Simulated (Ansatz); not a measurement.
# CdAg: stiffness from strained cells, part 2 of 3

How stiff is the crystal, and how unevenly? Runs: reference run (LAPW and crystal datasets); at 20 GPa (LAPW). Companion runs by PAW are cited.

Ansatz 0.2.0; DFT PBEsol.

## 3. Reference run, crystal datasets

Contents of input.yaml:

```yaml
crystal:
  lattice:
    - [3.30972736792, 0.0, 0.0]
    - [0.0, 3.30972736792, 0.0]
    - [0.0, 0.0, 3.30972736792]
  atoms:
    - { symbol: Cd, position: [0.5, 0.5, 0.5] }
    - { symbol: Ag, position: [0.0, 0.0, 0.0] }
kpoints:
  mp_grid: { grid: [12, 12, 12] }
scf:
  occupations: { method: fermi_dirac, width: 0.1 }
hamiltonian:
  xc: pbesol
  pseudopotentials: { kind: all_electron, datasets: crystal }
elastic:
  mode: relaxed_ion
  stencil: two_point
  amplitude: 0.008
```

The run is started by

```
$ ansatz run input.yaml --threads 1 --pin off --max-ram 2560MiB --backend cpu --events-out ev --progress --plain --runs-dir out
```

Log:

```text
hamiltonian.pseudopotentials.datasets: crystal makes datasets for this crystal and solves the spheres of its atoms anew in each pass: cutoff 260.0 eV, the density's 1040.0 eV; for an error of 0.50 meV an atom under PBE, 1.0 meV for the cell; an energy difference from a run of another recipe may be off by several times the error for the cell, under r2SCAN by more, where some 0.1 meV an atom stays at smaller errors; Ag in spheres of 1.376 Å, 11 of its electrons in bands, 8 on its site; Cd in spheres of 1.376 Å, 12 of its electrons in bands, 8 on its site; only band paths and densities of states list, in semicore columns, the levels of the semicore shells that are solved separately: 4s of Ag, 4p of Ag, 4s of Cd, 4p of Cd
Engine: ansatz 0.2.0
Pseudopotentials: kind: all_electron
Pseudopotential: Cd, paw, valence charge 20, recommended cutoff 260 eV (normal), crystal/all_electron/pbesol/scalar/gaussian/Cd, Koelling and Harmon's equation, gaussian nucleus
Pseudopotential: Ag, paw, valence charge 19, recommended cutoff 260 eV (normal), crystal/all_electron/pbesol/scalar/gaussian/Ag, Koelling and Harmon's equation, gaussian nucleus
Functional definition: PBEsol
  exchange = pbesol_x
  correlation = pbesol_c
Crystal: 2 atoms, lattice volume = 36.256 Å³
Basis set: ecut = 260 eV, 341 PW (Γ), exchange–correlation on 36×36×36 points (8 copies of the dense FFT grid, shifted against one another)
Bands: 16, of which v1, the nominal top of the filled ones, is band 12 counted from 1 (11 counted from 0)
Symmetry: 48 space group operations
Space group: Pm-3m (ITA 221), of the structure as read, at distance tolerance 3.3e-5 Å
k-points: 84 of 1728
Non-local potential: Cd, projectors of the file, l = 0: 1, l = 1: 1, l = 2: 2
Non-local potential: Ag, projectors of the file, l = 0: 1, l = 1: 1, l = 2: 2
PAW form: soft (Blöchl's): semilocal exchange-correlation on the pseudo side does not see the compensation charge
PAW one-centre angular grid: Cd, 590 points (default); XC on its mesh's 1869 points in the sphere
PAW one-centre angular grid: Ag, 590 points (default); XC on its mesh's 1875 points in the sphere
Initial density: superposition of atomic densities (neutral atoms: chi_scale 0, normalization atom)
Initial wavefunctions: pseudopotential atomic-orbital guess
Functional: x = pbesol(κ = 0.804, μ = 0.12345679012345678), c = pbesol(β = 0.046)
iter 1 solved again at ethr=7.41e-3 eV; its pass at ethr=1.00e-1 eV (dr2=1.70e0 eV) is discarded
SCF iter   1: F=—  HF=-296753.676354 eV  |F-HF|=—  |Δ(HF+E_count)|=         —  Δρ=6.59e-2  dr2=1.70e0  ethr=7.41e-3  ⟨swp⟩=2.9  Hψ=7321  notcnv=0
preconditioner: auto → none  [metal: Δε(μ)=0.018 eV  Ē_g=12.409 eV  σ=0.100 eV  W_gap=0.05  n_scr=6 (ndim 8)  ℏωp=29.6 eV  f_vac=0.000  D(μ)=0.60/eV (n_scr^D=0)  sad-step TF]
SCF iter   2: F=—  HF=-296753.362642 eV  |F-HF|=—  |Δ(HF+E_count)|=   3.14e-1  Δρ=2.74e-2  dr2=3.17e-1  ethr=7.40e-3  ⟨swp⟩=2.4  Hψ=2719  notcnv=0
iter 3 solved again at ethr=9.93e-5 eV; its pass at ethr=1.38e-3 eV (dr2=2.28e-2 eV) is discarded
SCF iter   3: F=—  HF=-296753.235251 eV  |F-HF|=—  |Δ(HF+E_count)|=   1.27e-1  Δρ=7.46e-3  dr2=2.35e-2  ethr=9.93e-5  ⟨swp⟩=2.1  Hψ=5662  notcnv=0  defer=4
SCF iter   4: F=—  HF=-296753.242805 eV  |F-HF|=—  |Δ(HF+E_count)|=   7.55e-3  Δρ=7.59e-3  dr2=2.45e-2  ethr=9.93e-5  ⟨swp⟩=3.1  Hψ=3192  notcnv=0
SCF iter   5: F=—  HF=-296753.241013 eV  |F-HF|=—  |Δ(HF+E_count)|=   1.79e-3  Δρ=4.20e-3  dr2=6.20e-3  ethr=9.93e-5  ⟨swp⟩=2.1  Hψ=2331  notcnv=0
SCF iter   6: F=—  HF=-296753.242686 eV  |F-HF|=—  |Δ(HF+E_count)|=   1.67e-3  Δρ=3.96e-4  dr2=3.89e-5  ethr=2.69e-5  ⟨swp⟩=3.0  Hψ=2585  notcnv=0
SCF iter   7: F=—  HF=-296753.242687 eV  |F-HF|=—  |Δ(HF+E_count)|=   4.98e-7  Δρ=6.59e-5  dr2=7.51e-7  ethr=1.69e-7  ⟨swp⟩=3.0  Hψ=3200  notcnv=0
SCF iter   8: F=—  HF=-296753.242689 eV  |F-HF|=—  |Δ(HF+E_count)|=   1.78e-6  Δρ=9.90e-6  dr2=2.28e-8  ethr=3.27e-9  ⟨swp⟩=3.0  Hψ=3154  notcnv=0  defer=1
SCF iter   9: F=—  HF=-296753.242689 eV  |F-HF|=—  |Δ(HF+E_count)|=   1.04e-8  Δρ=1.69e-6  dr2=6.18e-10  ethr=9.92e-11  ⟨swp⟩=3.0  Hψ=2645  notcnv=0
SCF iter  10: F=—  HF=-296753.242689 eV  |F-HF|=—  |Δ(HF+E_count)|=  3.49e-10  Δρ=2.23e-7  dr2=5.30e-12  ethr=2.69e-12  ⟨swp⟩=3.0  Hψ=3888  notcnv=0
SCF iter  11: F=—  HF=-296753.242689 eV  |F-HF|=—  |Δ(HF+E_count)|=    0.00e0  Δρ=4.53e-8  dr2=6.04e-13  ethr=1.00e-12  ⟨swp⟩=2.0  Hψ=2320  notcnv=0
SCF iter  12: F=-296753.242689 eV  HF=-296753.242689 eV  |F-HF|=1.16e-10  |Δ(HF+E_count)|=  1.16e-10  Δρ=3.54e-9  dr2=4.74e-15  ethr=1.00e-12  ⟨swp⟩=2.0  Hψ=2320  notcnv=0
SCF 1 converged in 12 iterations: F = -296753.242697 eV  dr2 = 4.74e-15
  Residual-converged pass: ⟨swp⟩=3.1  Hψ=3227  notcnv=0  max |occ|·‖R‖ = 9.5e-9 eV (tolerance 1.0e-8 eV)  dr2=6.96e-15  dr2_onsite=1.16e-14  max |Δocc| = 1.3e-9
Crystal: 2 atoms, lattice volume = 35.966 Å³
Symmetry: 16 space group operations
k-points: 196 of 1728
Initial density: handed on by an earlier stage of this run
Initial wavefunctions: those handed on with the density
iter 1 solved again at ethr=3.84e-6 eV; its pass at ethr=1.00e-1 eV (dr2=8.83e-4 eV) is discarded
SCF iter   1: F=—  HF=-296753.242049 eV  |F-HF|=—  |Δ(HF+E_count)|=         —  Δρ=1.02e-3  dr2=4.16e-4  ethr=3.84e-6  ⟨swp⟩=3.1  Hψ=18738  notcnv=0  defer=5
preconditioner: auto → none  [metal: Δε(μ)=0.027 eV  Ē_g=13.030 eV  σ=0.100 eV  W_gap=0.07  n_scr=6 (ndim 8)  ℏωp=29.7 eV  f_vac=0.000  D(μ)=0.55/eV (n_scr^D=0)]
SCF iter   2: F=—  HF=-296753.241965 eV  |F-HF|=—  |Δ(HF+E_count)|=   8.43e-5  Δρ=3.76e-4  dr2=6.02e-5  ethr=1.81e-6  ⟨swp⟩=3.0  Hψ=6684  notcnv=0  defer=2
SCF iter   3: F=—  HF=-296753.241942 eV  |F-HF|=—  |Δ(HF+E_count)|=   2.29e-5  Δρ=1.68e-4  dr2=1.18e-5  ethr=2.62e-7  ⟨swp⟩=3.0  Hψ=6744  notcnv=0
SCF iter   4: F=—  HF=-296753.241939 eV  |F-HF|=—  |Δ(HF+E_count)|=   3.31e-6  Δρ=8.27e-5  dr2=2.45e-6  ethr=5.12e-8  ⟨swp⟩=2.4  Hψ=5534  notcnv=0
iter 5 solved again at ethr=1.82e-10 eV; its pass at ethr=1.07e-8 eV (dr2=4.20e-8 eV) is discarded
SCF iter   5: F=—  HF=-296753.241938 eV  |F-HF|=—  |Δ(HF+E_count)|=   2.44e-7  Δρ=1.25e-5  dr2=4.08e-8  ethr=1.82e-10  ⟨swp⟩=2.5  Hψ=13013  notcnv=0
SCF iter   6: F=—  HF=-296753.241938 eV  |F-HF|=—  |Δ(HF+E_count)|=  7.57e-10  Δρ=7.87e-6  dr2=1.56e-8  ethr=1.77e-10  ⟨swp⟩=3.0  Hψ=6837  notcnv=0
SCF iter   7: F=—  HF=-296753.241938 eV  |F-HF|=—  |Δ(HF+E_count)|=   4.48e-9  Δρ=1.40e-6  dr2=5.13e-10  ethr=6.78e-11  ⟨swp⟩=3.0  Hψ=5703  notcnv=0
SCF iter   8: F=—  HF=-296753.241938 eV  |F-HF|=—  |Δ(HF+E_count)|=   2.91e-9  Δρ=4.78e-7  dr2=2.33e-11  ethr=2.23e-12  ⟨swp⟩=2.9  Hψ=7164  notcnv=0  defer=1
SCF iter   9: F=—  HF=-296753.241938 eV  |F-HF|=—  |Δ(HF+E_count)|=  5.82e-11  Δρ=1.17e-7  dr2=8.43e-13  ethr=1.00e-12  ⟨swp⟩=2.0  Hψ=5430  notcnv=0
SCF iter  10: F=-296753.241938 eV  HF=-296753.241938 eV  |F-HF|=5.82e-11  |Δ(HF+E_count)|=    0.00e0  Δρ=1.00e-8  dr2=2.85e-14  ethr=1.00e-12  ⟨swp⟩=2.0  Hψ=5428  notcnv=0
SCF 2 converged in 10 iterations: F = -296753.241946 eV  dr2 = 2.85e-14
  Residual-converged pass: ⟨swp⟩=3.3  Hψ=7760  notcnv=0  max |occ|·‖R‖ = 1.0e-8 eV (tolerance 1.0e-8 eV)  dr2=2.52e-14  dr2_onsite=2.11e-14  max |Δocc| = 3.2e-10
Crystal: 2 atoms, lattice volume = 36.546 Å³
Basis set: ecut = 260 eV, 357 PW (Γ), exchange–correlation on 36×36×36 points (8 copies of the dense FFT grid, shifted against one another)
iter 1 solved again at ethr=1.20e-9 eV; its pass at ethr=1.00e-1 eV (dr2=2.76e-7 eV) is discarded
SCF iter   1: F=—  HF=-296753.241926 eV  |F-HF|=—  |Δ(HF+E_count)|=         —  Δρ=3.88e-5  dr2=1.75e-7  ethr=1.20e-9  ⟨swp⟩=4.2  Hψ=18648  notcnv=0  defer=1
preconditioner: auto → none  [metal: Δε(μ)=0.017 eV  Ē_g=12.918 eV  σ=0.100 eV  W_gap=0.04  n_scr=6 (ndim 8)  ℏωp=29.5 eV  f_vac=0.000  D(μ)=0.55/eV (n_scr^D=0)]
SCF iter   2: F=—  HF=-296753.241930 eV  |F-HF|=—  |Δ(HF+E_count)|=   3.81e-6  Δρ=1.83e-5  dr2=2.45e-8  ethr=7.62e-10  ⟨swp⟩=3.0  Hψ=6560  notcnv=0  defer=1
SCF iter   3: F=—  HF=-296753.241930 eV  |F-HF|=—  |Δ(HF+E_count)|=   2.36e-8  Δρ=9.16e-6  dr2=1.27e-8  ethr=1.07e-10  ⟨swp⟩=3.0  Hψ=6751  notcnv=0  defer=1
iter 4 solved again at ethr=2.50e-12 eV; its pass at ethr=5.54e-11 eV (dr2=5.76e-10 eV) is discarded
SCF iter   4: F=—  HF=-296753.241930 eV  |F-HF|=—  |Δ(HF+E_count)|=   8.62e-8  Δρ=1.80e-6  dr2=6.09e-10  ethr=2.50e-12  ⟨swp⟩=2.9  Hψ=14271  notcnv=0
SCF iter   5: F=—  HF=-296753.241930 eV  |F-HF|=—  |Δ(HF+E_count)|=  2.33e-10  Δρ=5.33e-7  dr2=5.61e-11  ethr=2.50e-12  ⟨swp⟩=3.0  Hψ=6561  notcnv=0
SCF iter   6: F=—  HF=-296753.241930 eV  |F-HF|=—  |Δ(HF+E_count)|=  2.33e-10  Δρ=2.56e-7  dr2=1.39e-11  ethr=1.00e-12  ⟨swp⟩=2.0  Hψ=5432  notcnv=0
SCF iter   7: F=—  HF=-296753.241930 eV  |F-HF|=—  |Δ(HF+E_count)|=  1.75e-10  Δρ=1.53e-8  dr2=3.26e-14  ethr=1.00e-12  ⟨swp⟩=2.0  Hψ=5430  notcnv=0
SCF iter   8: F=-296753.241930 eV  HF=-296753.241930 eV  |F-HF|=0.00e0  |Δ(HF+E_count)|=    0.00e0  Δρ=3.96e-9  dr2=2.59e-15  ethr=1.00e-12  ⟨swp⟩=2.0  Hψ=5430  notcnv=0
SCF 3 converged in 8 iterations: F = -296753.241937 eV  dr2 = 2.59e-15
  Residual-converged pass: ⟨swp⟩=3.0  Hψ=7644  notcnv=0  max |occ|·‖R‖ = 9.1e-9 eV (tolerance 1.0e-8 eV)  dr2=1.38e-15  dr2_onsite=9.40e-15  max |Δocc| = 1.1e-10
Crystal: 2 atoms, lattice volume = 36.255 Å³
Basis set: ecut = 260 eV, 345 PW (Γ), exchange–correlation on 36×36×36 points (8 copies of the dense FFT grid, shifted against one another)
Symmetry: 8 space group operations
k-points: 301 of 1728
iter 1 solved again at ethr=4.05e-8 eV; its pass at ethr=1.00e-1 eV (dr2=9.32e-6 eV) is discarded
SCF iter   1: F=—  HF=-296753.242294 eV  |F-HF|=—  |Δ(HF+E_count)|=         —  Δρ=1.94e-4  dr2=4.60e-6  ethr=4.05e-8  ⟨swp⟩=4.1  Hψ=31800  notcnv=0  defer=12
preconditioner: auto → none  [metal: Δε(μ)=0.011 eV  Ē_g=12.978 eV  σ=0.100 eV  W_gap=0.03  n_scr=6 (ndim 8)  ℏωp=29.6 eV  f_vac=0.000  D(μ)=0.54/eV (n_scr^D=0)]
SCF iter   2: F=—  HF=-296753.242300 eV  |F-HF|=—  |Δ(HF+E_count)|=   6.20e-6  Δρ=8.35e-5  dr2=8.83e-7  ethr=2.00e-8  ⟨swp⟩=2.0  Hψ=8410  notcnv=0  defer=5
iter 3 solved again at ethr=1.58e-10 eV; its pass at ethr=3.84e-9 eV (dr2=3.64e-8 eV) is discarded
SCF iter   3: F=—  HF=-296753.242301 eV  |F-HF|=—  |Δ(HF+E_count)|=   1.37e-6  Δρ=8.85e-6  dr2=3.24e-8  ethr=1.58e-10  ⟨swp⟩=2.2  Hψ=19048  notcnv=0  defer=14
eigensolver tolerance schedule: the retry pair's looser diagonalisation over-reported the residual by 0.12 of it (diagonalisation noise at 0.13 of the residual, at the tolerance the schedule requests for it); recorded, not acted on — ethr = c·dr2/N_el stays at c = 1.0e-1
SCF iter   4: F=—  HF=-296753.242301 eV  |F-HF|=—  |Δ(HF+E_count)|=   1.06e-8  Δρ=1.15e-5  dr2=6.01e-8  ethr=1.41e-10  ⟨swp⟩=3.1  Hψ=10393  notcnv=0
SCF iter   5: F=—  HF=-296753.242301 eV  |F-HF|=—  |Δ(HF+E_count)|=   1.92e-8  Δρ=2.46e-6  dr2=2.52e-9  ethr=1.41e-10  ⟨swp⟩=3.0  Hψ=10069  notcnv=0
SCF iter   6: F=—  HF=-296753.242301 eV  |F-HF|=—  |Δ(HF+E_count)|=    0.00e0  Δρ=6.79e-7  dr2=2.00e-10  ethr=1.10e-11  ⟨swp⟩=3.0  Hψ=11313  notcnv=0
SCF iter   7: F=—  HF=-296753.242301 eV  |F-HF|=—  |Δ(HF+E_count)|=  2.91e-10  Δρ=3.43e-7  dr2=4.38e-11  ethr=1.00e-12  ⟨swp⟩=3.0  Hψ=10718  notcnv=0
SCF iter   8: F=—  HF=-296753.242301 eV  |F-HF|=—  |Δ(HF+E_count)|=    0.00e0  Δρ=7.96e-8  dr2=2.37e-12  ethr=1.00e-12  ⟨swp⟩=2.0  Hψ=8337  notcnv=0
SCF iter   9: F=-296753.242301 eV  HF=-296753.242301 eV  |F-HF|=0.00e0  |Δ(HF+E_count)|=    0.00e0  Δρ=5.87e-9  dr2=1.30e-14  ethr=1.00e-12  ⟨swp⟩=2.0  Hψ=8334  notcnv=0
SCF 4 converged in 9 iterations: F = -296753.242309 eV  dr2 = 1.30e-14
  Residual-converged pass: ⟨swp⟩=4.0  Hψ=12619  notcnv=0  max |occ|·‖R‖ = 1.0e-8 eV (tolerance 1.0e-8 eV)  dr2=1.60e-14  dr2_onsite=1.65e-14  max |Δocc| = 4.8e-9
iter 1 solved again at ethr=2.20e-10 eV; its pass at ethr=1.00e-1 eV (dr2=5.06e-8 eV) is discarded
SCF iter   1: F=—  HF=-296753.242298 eV  |F-HF|=—  |Δ(HF+E_count)|=         —  Δρ=2.07e-5  dr2=5.11e-8  ethr=2.20e-10  ⟨swp⟩=4.3  Hψ=28862  notcnv=0  defer=2
preconditioner: auto → none  [metal: Δε(μ)=0.012 eV  Ē_g=12.977 eV  σ=0.100 eV  W_gap=0.03  n_scr=6 (ndim 8)  ℏωp=29.6 eV  f_vac=0.000  D(μ)=0.54/eV (n_scr^D=0)]
SCF iter   2: F=—  HF=-296753.242302 eV  |F-HF|=—  |Δ(HF+E_count)|=   3.52e-6  Δρ=9.49e-6  dr2=7.55e-9  ethr=2.20e-10  ⟨swp⟩=2.8  Hψ=8782  notcnv=0  defer=2
SCF iter   3: F=—  HF=-296753.242302 eV  |F-HF|=—  |Δ(HF+E_count)|=   1.15e-8  Δρ=5.80e-6  dr2=1.25e-8  ethr=3.28e-11  ⟨swp⟩=3.0  Hψ=10376  notcnv=0  defer=1
iter 4 solved again at ethr=1.00e-12 eV; its pass at ethr=3.28e-11 eV (dr2=7.89e-11 eV) is discarded
SCF iter   4: F=—  HF=-296753.242302 eV  |F-HF|=—  |Δ(HF+E_count)|=   2.63e-8  Δρ=6.30e-7  dr2=7.99e-11  ethr=1.00e-12  ⟨swp⟩=2.8  Hψ=21863  notcnv=0
SCF iter   5: F=—  HF=-296753.242302 eV  |F-HF|=—  |Δ(HF+E_count)|=  1.75e-10  Δρ=2.12e-7  dr2=6.29e-12  ethr=1.00e-12  ⟨swp⟩=2.0  Hψ=8334  notcnv=0
SCF iter   6: F=—  HF=-296753.242302 eV  |F-HF|=—  |Δ(HF+E_count)|=  2.33e-10  Δρ=8.41e-8  dr2=1.76e-12  ethr=1.00e-12  ⟨swp⟩=2.0  Hψ=8335  notcnv=0
SCF iter   7: F=-296753.242302 eV  HF=-296753.242302 eV  |F-HF|=1.16e-10  |Δ(HF+E_count)|=  5.82e-11  Δρ=9.48e-9  dr2=2.21e-14  ethr=1.00e-12  ⟨swp⟩=2.0  Hψ=8334  notcnv=0
SCF 5 converged in 7 iterations: F = -296753.242310 eV  dr2 = 2.21e-14
  Residual-converged pass: ⟨swp⟩=3.2  Hψ=11895  notcnv=0  max |occ|·‖R‖ = 1.0e-8 eV (tolerance 1.0e-8 eV)  dr2=2.52e-14  dr2_onsite=3.43e-14  max |Δocc| = 1.4e-11
SCF converged after 12 iterations
Free energy (F): -296753.242697 eV
Harris-Foulkes:  -296753.242697 eV  (|F-HF|=1.16e-10)
Internal energy: -296753.224821 eV  (E = F + TS)
E sigma→0 (E₀):  -296753.233759 eV
Entropy (-TS):   -0.017876 eV (-8.938 meV/atom)
Past the cutoff: the bands carry plane waves up to 1.75 times it, of which those up to 1.5 times it add -0.000397 eV an atom, each by itself; the spheres take 0.000499 eV an atom off the energy for waves past 1.75 times it
By the cutoff:   a pressure is off by up to 0.010 GPa (1.2 times the spheres' own share and the shells' term, over an atom's volume, and 0.004 GPa: a bound that held against runs at twice the plane waves)
Past the cutoffs: a stress includes 0.0015 GPa for waves and charges beyond them, in addition to the slope of what the spheres take
In the spheres:  the bands' charges fall short by 2.8e-6 e at most (sound up to 1e-3), those of shells solved beside the bands by 2.9e-7 e (sound up to 5e-4)
Fermi energy:    18.370274 eV
--- Per-component energies (eV) ---
  E_band       = 273.956490
  E_kinetic    = 248.042044
  E_local      = -3921.029724  (includes V_loc(G=0)·N_el)
  E_nonlocal   = 561.529239
  E_hartree    = 2053.599751
  E_xc         = -104.285624
  E_vxc        = -125.828618  (∫ρ·V_xc dr)
  E_paw        = -301094.270769  (= ΣΔE_a)
  E_vpaw       = -12121.945373  (= ΣTr[D̂ρ^β])
  E_ewald      = -6022.799158
  E_smearing   = -0.017876  (= −TS)
  E_closure    = 11525.989420  (closes the sum)
  Σ components = -296753.242697   (vs F -296753.242697, Δ=0.00e0)
  The terms above E_closure are by the made datasets' own strengths, without shells solved beside the bands.
--- Forces (eV/Å), atoms counted from 1 ---
  atom   1  Cd     0.00000000     0.00000000     0.00000000
  atom   2  Ag    -0.00000000     0.00000000    -0.00000000
  max |Σ_I F_I| component: 2.41e-29 eV/Å
--- Stress (GPa, compression-positive) ---
       -0.011351       0.000000       0.000000
        0.000000      -0.011351       0.000000
        0.000000       0.000000      -0.011351
  P = ⅓ Tr σ = -0.0114 GPa (-0.114 kbar)
  It holds what live shells' own plane waves past their cutoff add
--- Band table (eV; the first three rows and the last of 84) ---
  k-point 0: bands = ["8.9484", "8.9484", "9.4168", "9.6989", "9.6989", "9.6989", "13.1684", "13.1684", "14.0868", "14.0868", "14.0868", "23.3956", "23.3956", "23.3956", "28.2189", "29.3206"]
  k-point 1: bands = ["8.9641", "8.9863", "9.5268", "9.6899", "9.6899", "9.7077", "13.1514", "13.1926", "14.0326", "14.0326", "14.0744", "22.5521", "23.5921", "23.5921", "28.5267", "29.3389"]
  k-point 2: bands = ["9.0080", "9.0844", "9.6654", "9.6654", "9.7322", "9.8596", "13.1039", "13.2605", "13.8908", "13.8908", "14.0403", "20.8875", "24.1594", "24.1594", "28.6769", "29.3951"]
  k-point 83: bands = ["9.1936", "9.1936", "9.1936", "10.1289", "10.1289", "12.5435", "12.5435", "12.5435", "14.3632", "14.3632", "20.8497", "22.5727", "22.5727", "22.5727", "22.7420", "22.7420"]
--- Elastic constants: 2 strain directions × 2 members + reference (group order 48) ---
  dense FFT box of the reference and of every strained cell: 18×18×18
  strains applied: 11, 23; error gains: componentwise 1.00 (the most a stress slope's error grows in a printed constant), spectral 1.73 (1 for all six strains in a standard setting)
  C = ∂σ_k/∂η_j (tension-positive GPa; Voigt order 11 22 33 23 13 12):
       104.020     92.534     92.534     -0.000     -0.000     -0.000
        92.534    104.020     92.534     -0.000     -0.000     -0.000
        92.534     92.534    104.020     -0.000     -0.000     -0.000
         0.000      0.000      0.000     53.492     -0.000     -0.000
        -0.000     -0.000      0.000      0.000     53.492      0.000
        -0.000     -0.000     -0.000      0.000      0.000     53.492
  reference stress σ⁰ (GPa):      0.011      0.011      0.011     -0.000     -0.000     -0.000
  C* (energy form; C + prestress term) asymmetry max|C*_kj − C*_jk| = 1.421e-14 GPa — a small one proves nothing (zero by symmetry where the batch's group is 432, −43m or m−3m); a large one is finite-difference/SCF noise where every solve meets its electron count
  moduli (Voigt/Reuss/Hill, GPa): K = 96.36/96.36/96.36   G = 34.39/12.37/23.38   E = 64.89   ν = 0.388
  mechanically stable: yes (min eigenvalue of sym C = 11.49 GPa)
  where every solve meets its electron count the energy-path curvature estimates C_jj along a normal strain and C_jj − ¼(σ⁰_aa + σ⁰_bb) along a shear (ab), closely only under elastic.basis: deformed
  strain η (Voigt 11):  stress-route row diagonal C_11 = 104.02 GPa, energy-path curvature d²(F+E_count)/dδ²/Ω₀ = 104.22 GPa
         δ    σ_11 (GPa)             F (eV)   n_scf  n_hpsi   n_pw
    -8.000e-3      -0.8479     -296753.2419463      10   89035    356   relax 0 steps, max|allowed force component| 5.13e-30 eV/Å
     8.000e-3       0.8164     -296753.2419375       8   76727    360   relax 0 steps, max|allowed force component| 7.89e-31 eV/Å
  strain η (Voigt 23):  stress-route row diagonal C_44 = 53.49 GPa, energy-path curvature d²(F+E_count)/dδ²/Ω₀ = 53.48 GPa
         δ    σ_23 (GPa)             F (eV)   n_scf  n_hpsi   n_pw
    -8.000e-3      -0.4280     -296753.2423090       9  131041    360   relax 0 steps, max|allowed force component| 6.31e-30 eV/Å
     8.000e-3       0.4279     -296753.2423096       7  106781    360   relax 0 steps, max|allowed force component| 1.68e-30 eV/Å
```

Run time: 2 min. Hardware: 1 thread of Intel Xeon Platinum 8259CL at 2.50GHz (Skylake/Cascade Lake), shared host; peak memory 0.82 GiB.

C in GPa (Voigt order xx, yy, zz, yz, xz, xy):

```
104.0  92.5  92.5   0.0   0.0   0.0
 92.5 104.0  92.5   0.0   0.0   0.0
 92.5  92.5 104.0   0.0   0.0   0.0
  0.0   0.0   0.0  53.5   0.0   0.0
  0.0   0.0   0.0   0.0  53.5   0.0
  0.0   0.0   0.0   0.0   0.0  53.5
```

(Part 2 of 3 ends here.)
